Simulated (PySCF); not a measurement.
# How the numerical set-up moves the result for InSn (quartet)

The method stays; parts of the set-up, such as the basis or the Hamiltonian, are changed.

Computed with PySCF 2.14.0. Level: method and basis as typed in the scripts.

10 further runs of the same task are left out: 10 that didn't finish.

## 1. The starting structure

InSn (quartet): 2 atoms, charge 0, spin multiplicity 4.

Bond lengths: In1–Sn2 2.740 Å.

## 2. The base run

The input, input.py:

```python
from pyscf import gto, scf, mp

mol = gto.M(
    atom='In 0 0 0; Sn 0 0 2.74',
    basis='sbkjc',
    ecp={'In': 'sbkjc', 'Sn': 'sbkjc'},
    charge=0,
    spin=3,
    symmetry=True,
    verbose=3,
)
mf = scf.UHF(mol)
mf.kernel()
mp.MP2(mf).kernel()
mf.dip_moment()
print('orbital energies (hartree):', [e[max(0, n-3):n+3].round(4) for e, n in zip(mf.mo_energy, mol.nelec)])
```

On the command line:

```console
OMP_NUM_THREADS=1 python input.py
```

Its log is not repeated here.

It gives: E(SCF) = -191.551641 Eh, E(MP2) − E(SCF) = -0.21485 Eh, ⟨S²⟩ = 3.767, μ = 2.81 D (of the SCF density).

The bond length is a typed value, not an optimised one. The quartet is typed in the script; nothing here shows that it is the ground state.

## 3. Lanl2dz

Variant 1 changes basis set: sbkjc → lanl2dz. The core potential changes with it: totals don't compare.

The input, input.py:

```python
from pyscf import gto, scf, mp

mol = gto.M(
    atom='In 0 0 0; Sn 0 0 2.74',
    basis='lanl2dz',
    ecp={'In': 'lanl2dz', 'Sn': 'lanl2dz'},
    charge=0,
    spin=3,
    symmetry=True,
    verbose=3,
)
mf = scf.UHF(mol)
mf.kernel()
mp.MP2(mf).kernel()
mf.dip_moment()
print('orbital energies (hartree):', [e[max(0, n-3):n+3].round(4) for e, n in zip(mf.mo_energy, mol.nelec)])
```

On the command line:

```console
OMP_NUM_THREADS=1 python input.py
```

## 4. Def2-svp

Variant 2 changes basis set: sbkjc → def2-svp. The core potential changes with it: totals don't compare.

Edit input.py of step 2 so:

```diff
@@ -4,4 +4,4 @@
     atom='In 0 0 0; Sn 0 0 2.74',
-    basis='sbkjc',
-    ecp={'In': 'sbkjc', 'Sn': 'sbkjc'},
+    basis='def2-svp',
+    ecp={'In': 'def2-svp', 'Sn': 'def2-svp'},
     charge=0,
```

What does the calculation give? Wanted: for each run, E(SCF); from base; SCF dipole; after the SCF.

As calculated:

| run | E(SCF) (hartree) | from base (eV) | SCF dipole (D) | functions | after the SCF |
| --- | --- | --- | --- | --- | --- |
| base | -191.551641 | 0 | 2.81 | 39 | MP2 correlation -5.846 eV |
| lanl2dz | -5.051804 | not comparable | 2.45 | 16 | MP2 correlation -0.926 eV |
| def2-svp | -402.583474 | not comparable | 2.18 | 52 | MP2 correlation -4.472 eV |

In words: Total energies from different bases, Hamiltonians or methods carry different errors, so properties are taken as differences within one set-up.
